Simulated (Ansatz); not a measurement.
# Ta: a slab and its surfaces, (111), 6 layers, part 2 of 2

Aim: cut a slab of Ta (111), 6 layers from the relaxed bulk, relax it, and get surface energy and work function. Methods of the runs shown: LAPW. Companion runs by PAW are cited. Its runs: bulk in the slab's orientation (LAPW); the reference run (LAPW); atoms relaxed (LAPW); field of 0.3 V/Å along the normal (LAPW); W in place of Ta in the outer layer (LAPW); W in place of Ta in the middle layer (LAPW).

Ansatz 0.2.0; DFT PBE; a cell built from a prototype (bcc type), not taken from measurement. Earlier steps stand in the parts before.

## (5) Atoms relaxed, LAPW

Input file input.yaml:

```yaml
crystal:
  lattice:
    - [4.6945593014, 0.0, 0.0]
    - [-2.3472796507, 4.0656076146, 0.0]
    - [0.0, 0.0, 20.7914]
  atoms:
    - { symbol: Ta, position: [0.1666666667, 0.3333333333, 0.3996627181] }
    - { symbol: Ta, position: [0.5, 1.0, 0.4351072253] }
    - { symbol: Ta, position: [0.8333333333, 0.6666666667, 0.4712357363] }
    - { symbol: Ta, position: [0.1666666667, 0.3333333333, 0.5287642531] }
    - { symbol: Ta, position: [0.5, 1.0, 0.5648927874] }
    - { symbol: Ta, position: [0.8333333333, 0.6666666667, 0.6003372795] }
kpoints:
  mp_grid: { grid: [9, 9, 1] }
scf:
  occupations: { method: fermi_dirac, width: 0.08 }
hamiltonian:
  xc: pbe
  pseudopotentials: { kind: all_electron, lapw: { basis_error: 0.001 } }
output:
  forces: true
  stress: true
  eigenvalues: true
relax:
  f_tol: 0.01
  max_steps: 12
efield:
  axis: 3
  amplitude: 0
  dipole_correction: true
```

Run with:

```sh
$ ansatz run input.yaml --threads 2 --pin off --max-ram 4096MiB --backend cpu --events-out ev --progress --plain --runs-dir out
```

The log of the run (excerpt; [...] marks lines left out):

```text
[...]
LAPW: plane waves up to 9.387 Å⁻¹, error target 1.0e-3 eV per atom; small_component_spin mean_spin; Ta in spheres of 1.302 Å, 43 of its electrons in bands, Dirac shells []
[...]
Pseudopotentials: kind: all_electron
Pseudopotential: Ta, LAPW, valence charge 43, Koelling and Harmon's equation, gaussian nucleus
Functional definition: PBE
[...]
Crystal: 6 atoms, lattice volume = 396.830 Å³
Basis set: ecut = 335.697782067089 eV, 5445 PW (Γ), exchange–correlation at level 2
Bands: 155, of which v1, the nominal top of the filled ones, is band 129 counted from 1 (128 counted from 0)
Symmetry: 6 space group operations
k-points: 12 of 81 (time reversal used)
[...]
E sigma→0 (E₀):  -2547408.181617 eV
Entropy (-TS):   -0.150752 eV (-25.125 meV/atom)
Fermi energy:    4.234954 eV
Dipole field:    D = -0.000000 V/Å  (p = -0.000000 e·Å, saw-weighted, corrected)
Work function:   Φ+ = 3.6839 eV   Φ− = 3.6839 eV
Levels:          The Fermi level and band energies are counted from a zero that moves with the ramp; work functions are not
[...]
--- Forces (eV/Å), atoms counted from 1 ---
  atom   1  Ta    -0.00000000     0.00000000    -0.00790788
  atom   2  Ta     0.00000000    -0.00000000     0.00584592
  atom   3  Ta     0.00000000    -0.00000000    -0.00627117
  atom   4  Ta     0.00000000     0.00000000     0.00627438
  atom   5  Ta    -0.00000000     0.00000000    -0.00584914
  atom   6  Ta     0.00000000    -0.00000000     0.00790788
[...]
--- Stress (GPa, compression-positive) ---
       -1.359011       0.000000       0.000000
        0.000000      -1.359011      -0.000000
        0.000000       0.000000       0.011958
  P = ⅓ Tr σ = -0.9020 GPa (-9.020 kbar)
--- Band table (eV; the first three rows and the last of 12) ---
```

## (6) The log goes on: atoms relaxed, LAPW

Output, continued (excerpt; [...] marks lines left out):

```text
[...]
--- Relaxed structure (2 steps of the walk, 2 accepted, 0 SCFs on fresh bases) ---
  F+E_penalty+E_count = -2547408.25699311 eV   max|allowed force component| = 7.908e-3 eV/Å
  atoms:
    - { symbol: Ta, position: [0.16666666666666669, 0.3333333333333333, 0.3996627181] }
    - { symbol: Ta, position: [0.5, 1.0, 0.4351072253] }
    - { symbol: Ta, position: [0.8333333333333333, 0.6666666666666666, 0.4712357363] }
    - { symbol: Ta, position: [0.16666666666666669, 0.3333333333333333, 0.5287642531000001] }
    - { symbol: Ta, position: [0.5, 1.0, 0.5648927874000002] }
    - { symbol: Ta, position: [0.8333333333333333, 0.6666666666666666, 0.6003372795000002] }
```

It took 3.2 min on 2 threads of Intel Xeon 6975P-C (Granite Rapids), shared host; peak memory 1.8 GiB.

The steps of the relaxation:

```tsv
step	energy from step 1 (eV/cell)	largest force component (eV/Å)
1	0.0000	0.0070
2	0.0000	0.0079
```

Step 1 is the start. Step 2 solves the same geometry again.

Read from it: no gap; largest force 0.008 eV/Å; work function 3.68 eV.

## (7) Field of 0.3 V/Å along the normal, LAPW

input.yaml, as its differences from that of step 5:

```diff
@@ -23,8 +23,5 @@
   eigenvalues: true
-relax:
-  f_tol: 0.01
-  max_steps: 12
 efield:
   axis: 3
-  amplitude: 0
+  amplitude: 0.3
   dipole_correction: true
```

Run with:

```sh
$ ansatz run input.yaml --threads 2 --pin off --max-ram 4096MiB --backend cpu --events-out ev --progress --plain --runs-dir out
```

The log of the run (excerpt; [...] marks lines left out):

```text
LAPW: plane waves up to 9.018 Å⁻¹, error target 1.0e-3 eV per atom; small_component_spin mean_spin; Ta in spheres of 1.342 Å, 43 of its electrons in bands, Dirac shells []
[...]
[... 3 set-up lines as earlier in the session ...]
[...]
Crystal: 6 atoms, lattice volume = 396.830 Å³
Basis set: ecut = 309.83001605477057 eV, 4919 PW (Γ), exchange–correlation at level 2
Bands: 155, of which v1, the nominal top of the filled ones, is band 129 counted from 1 (128 counted from 0)
[... 1 set-up line as earlier in the session ...]
k-points: 12 of 81 (time reversal used)
[...]
Fermi energy:    4.220730 eV
Dipole field:    D = 0.113125 V/Å  (p = 0.248085 e·Å, saw-weighted, corrected)
Work function:   not extracted (applied field tilts the vacuum); planar V_es + V_field profile in the machine report
Levels:          The Fermi level and band energies are counted from a zero that moves with the ramp; work functions are not
[...]
--- Forces (eV/Å), atoms counted from 1 ---
  atom   1  Ta     0.00000000     0.00000000     0.03942256
  atom   2  Ta     0.00000000    -0.00000000    -0.02528363
  atom   3  Ta     0.00000000    -0.00000000    -0.02730638
  atom   4  Ta     0.00000000     0.00000000    -0.01809882
  atom   5  Ta     0.00000000     0.00000000    -0.03556885
  atom   6  Ta     0.00000000    -0.00000000     0.06673340
[...]
--- Stress (GPa, compression-positive) ---
       -1.345760       0.000000       0.000000
        0.000000      -1.345760      -0.000000
        0.000000      -0.000000       0.021605
  P = ⅓ Tr σ = -0.8900 GPa (-8.900 kbar)
--- Band table (eV; the first three rows and the last of 12) ---
[...]
```

It took 2.2 min on 2 threads of Intel Xeon 6975P-C (Granite Rapids), shared host; peak memory 1.6 GiB.

In short: no gap; largest force 0.067 eV/Å.

## (8) W in place of Ta in the outer layer, LAPW

input.yaml, as its differences from that of step 7:

```diff
@@ -6,3 +6,3 @@
   atoms:
-    - { symbol: Ta, position: [0.1666666667, 0.3333333333, 0.3996627181] }
+    - { symbol: W, position: [0.1666666667, 0.3333333333, 0.3996627181] }
     - { symbol: Ta, position: [0.5, 1.0, 0.4351072253] }
@@ -25,3 +25,3 @@
   axis: 3
-  amplitude: 0.3
+  amplitude: 0
   dipole_correction: true
```

Run with:

```sh
$ ansatz run input.yaml --threads 2 --pin off --max-ram 4096MiB --backend cpu --events-out ev --progress --plain --runs-dir out
```

The log of the run (excerpt; [...] marks lines left out):

```text
LAPW: plane waves up to 9.018 Å⁻¹, error target 1.0e-3 eV per atom; small_component_spin mean_spin; Ta in spheres of 1.342 Å, 43 of its electrons in bands, Dirac shells []; W in spheres of 1.342 Å, 44 of its electrons in bands, Dirac shells []
[...]
[... 1 set-up line as earlier in the session ...]
Pseudopotential: W, LAPW, valence charge 44, Koelling and Harmon's equation, gaussian nucleus
[... 2 set-up lines as earlier in the session ...]
[...]
Crystal: 6 atoms, lattice volume = 396.830 Å³
Basis set: ecut = 309.82996458466073 eV, 4919 PW (Γ), exchange–correlation at level 2
Bands: 156, of which v1, the nominal top of the filled ones, is band 130 counted from 1 (129 counted from 0)
[... 1 set-up line as earlier in the session ...]
Space group: P3m1 (ITA 156), of the structure as read, at distance tolerance 7.3e-5 Å
[...]
E sigma→0 (E₀):  -2562040.886943 eV
Entropy (-TS):   -0.125171 eV (-20.862 meV/atom)
Fermi energy:    4.137428 eV
Dipole field:    D = 0.015278 V/Å  (p = 0.033505 e·Å, saw-weighted, corrected)
Work function:   Φ+ = 3.6610 eV   Φ− = 3.9787 eV
Levels:          The Fermi level and band energies are counted from a zero that moves with the ramp; work functions are not
[...]
--- Forces (eV/Å), atoms counted from 1 ---
  atom   1  W      0.00000000     0.00000000     1.64461367
  atom   2  Ta    -0.00000000    -0.00000000    -0.56550934
  atom   3  Ta     0.00000000    -0.00000000    -0.21715452
  atom   4  Ta    -0.00000000     0.00000000    -0.81676028
  atom   5  Ta     0.00000000     0.00000000    -0.03240115
  atom   6  Ta     0.00000000    -0.00000000    -0.01282005
[...]
--- Stress (GPa, compression-positive) ---
       -2.013740       0.000000       0.000000
        0.000000      -2.013740      -0.000000
        0.000000       0.000000      -1.248837
  P = ⅓ Tr σ = -1.7588 GPa (-17.588 kbar)
--- Band table (eV; the first three rows and the last of 12) ---
[...]
```

It took 2.4 min on 2 threads of Intel Xeon 6975P-C (Granite Rapids), shared host; peak memory 1.7 GiB.

Result: no gap; largest force 1.645 eV/Å; work function 3.66 / 3.98 eV.

## (9) W in place of Ta in the middle layer, LAPW

input.yaml, as its differences from that of step 8:

```diff
@@ -6,5 +6,5 @@
   atoms:
-    - { symbol: W, position: [0.1666666667, 0.3333333333, 0.3996627181] }
+    - { symbol: Ta, position: [0.1666666667, 0.3333333333, 0.3996627181] }
     - { symbol: Ta, position: [0.5, 1.0, 0.4351072253] }
-    - { symbol: Ta, position: [0.8333333333, 0.6666666667, 0.4712357363] }
+    - { symbol: W, position: [0.8333333333, 0.6666666667, 0.4712357363] }
     - { symbol: Ta, position: [0.1666666667, 0.3333333333, 0.5287642531] }
```

Run with:

```sh
$ ansatz run input.yaml --threads 2 --pin off --max-ram 4096MiB --backend cpu --events-out ev --progress --plain --runs-dir out
```

The log of the run (excerpt; [...] marks lines left out):

```text
LAPW: plane waves up to 9.018 Å⁻¹, error target 1.0e-3 eV per atom; small_component_spin mean_spin; Ta in spheres of 1.342 Å, 43 of its electrons in bands, Dirac shells []; W in spheres of 1.342 Å, 44 of its electrons in bands, Dirac shells []
[...]
[... 4 set-up lines as earlier in the session ...]
[...]
Crystal: 6 atoms, lattice volume = 396.830 Å³
Basis set: ecut = 309.8300164586578 eV, 4919 PW (Γ), exchange–correlation at level 2
Bands: 156, of which v1, the nominal top of the filled ones, is band 130 counted from 1 (129 counted from 0)
[... 2 set-up lines as earlier in the session ...]
[...]
E sigma→0 (E₀):  -2562041.001442 eV
Entropy (-TS):   -0.152341 eV (-25.390 meV/atom)
Fermi energy:    4.234231 eV
Dipole field:    D = 0.001660 V/Å  (p = 0.003640 e·Å, saw-weighted, corrected)
Work function:   Φ+ = 3.6652 eV   Φ− = 3.6997 eV
Levels:          The Fermi level and band energies are counted from a zero that moves with the ramp; work functions are not
[...]
--- Forces (eV/Å), atoms counted from 1 ---
  atom   1  Ta     0.00000000     0.00000000     0.24250821
  atom   2  Ta     0.00000000    -0.00000000     0.51399226
  atom   3  W      0.00000000    -0.00000000     0.25052578
  atom   4  Ta     0.00000000     0.00000000    -0.13030117
  atom   5  Ta    -0.00000000     0.00000000     0.00592341
  atom   6  Ta     0.00000000    -0.00000000    -0.88270638
[...]
--- Stress (GPa, compression-positive) ---
       -2.541338       0.000000       0.000000
        0.000000      -2.541338       0.000000
        0.000000       0.000000      -1.314882
  P = ⅓ Tr σ = -2.1325 GPa (-21.325 kbar)
--- Band table (eV; the first three rows and the last of 12) ---
[...]
```

Run time: 2.4 min. Hardware: 2 threads of Intel Xeon 6975P-C (Granite Rapids), shared host; peak memory 1.7 GiB.

This run gives: no gap; largest force 0.883 eV/Å; work function 3.67 / 3.70 eV.

## (10) Side by side

Rows by PAW come from runs of the same series that aren't printed here.

| run | surface energy (J/m²) | work function (eV; upper / lower face where they differ) | gap (eV) | largest force (eV/Å) | time |
| --- | --- | --- | --- | --- | --- |
| Slab as cut, LAPW | 3.071 | 3.43 | none | 2.200 | 92 s |
| Atoms relaxed, LAPW | 2.712 | 3.68 | none | 0.008 | 3.2 min |
| Field of 0.3 V/Å along the normal, LAPW | – | – | none | 0.067 | 2.2 min |
| W in place of Ta in the outer layer, LAPW | – | 3.66 / 3.98 | none | 1.645 | 2.4 min |
| W in place of Ta in the middle layer, LAPW | – | 3.67 / 3.70 | none | 0.883 | 2.4 min |
| Slab as cut, PAW | 3.080 | 3.44 | none | 2.210 | 6 s |
| Atoms relaxed, PAW | 2.719 | 3.69 | none | 0.003 | 34 s |
| Field of 0.3 V/Å along the normal, PAW | – | – | none | 0.061 | 8 s |
| Core holes in 4f of Ta, PAW | – | – | none | 0.003 | 27 s |
| W in place of Ta in the outer layer, PAW | – | 3.67 / 3.98 | none | 1.653 | 4.9 s |
| W in place of Ta in the middle layer, PAW | – | 3.67 / 3.70 | none | 0.892 | 5 s |

Surface energy: (F of the slab less that of as many bulk atoms) over twice the area, the bulk computed in the slab's orientation.

Core-hole binding energies as the program printed them (eV):

```tsv
atom	atoms alike	shell	binding	shift
Ta1	2	4f	23.07	0.00
Ta2	2	4f	22.63	-0.45
Ta3	2	4f	23.03	-0.04
```

## (11) Summary of results

This closing draws on all 2 parts.

```
                                      quantity                               value
                surface energy (LAPW, relaxed)                           2.71 J/m²
                 work function (LAPW, relaxed)                             3.68 eV
                    outer layer spacing (LAPW)                       0.96 → 0.74 Å
        surface core-level shift by Z+1 (LAPW)                            +0.13 eV
                 surface energy (PAW, relaxed)                           2.72 J/m²
                  work function (PAW, relaxed)                             3.69 eV
                     outer layer spacing (PAW)                       0.96 → 0.74 Å
         surface core-level shift by Z+1 (PAW)                            +0.12 eV
core-level shifts among the layers (PAW holes)  Ta1 +0.00, Ta2 -0.45, Ta3 -0.04 eV
```

What this shows: By LAPW the surface costs 3.07 J/m² as cut and 2.71 J/m² relaxed. The outermost spacing changes by -23.1 % (LAPW). The field of 0.3 V/Å along the normal induces a dipole of 0.248 e·Å per cell (LAPW). Putting the next element in the outer rather than the middle layer costs +0.13 eV (LAPW); in the Z+1 picture that is the binding energy at the surface less that inside. The outermost spacing changes by -23.1 % (PAW). The field of 0.3 V/Å along the normal induces a dipole of 0.248 e·Å per cell (PAW). Thickness wasn't converged, and no reconstruction was sought. Spin-orbit coupling is left out, though the cell holds Ta; in elements this heavy it can shift bands and gaps by tenths of an eV.
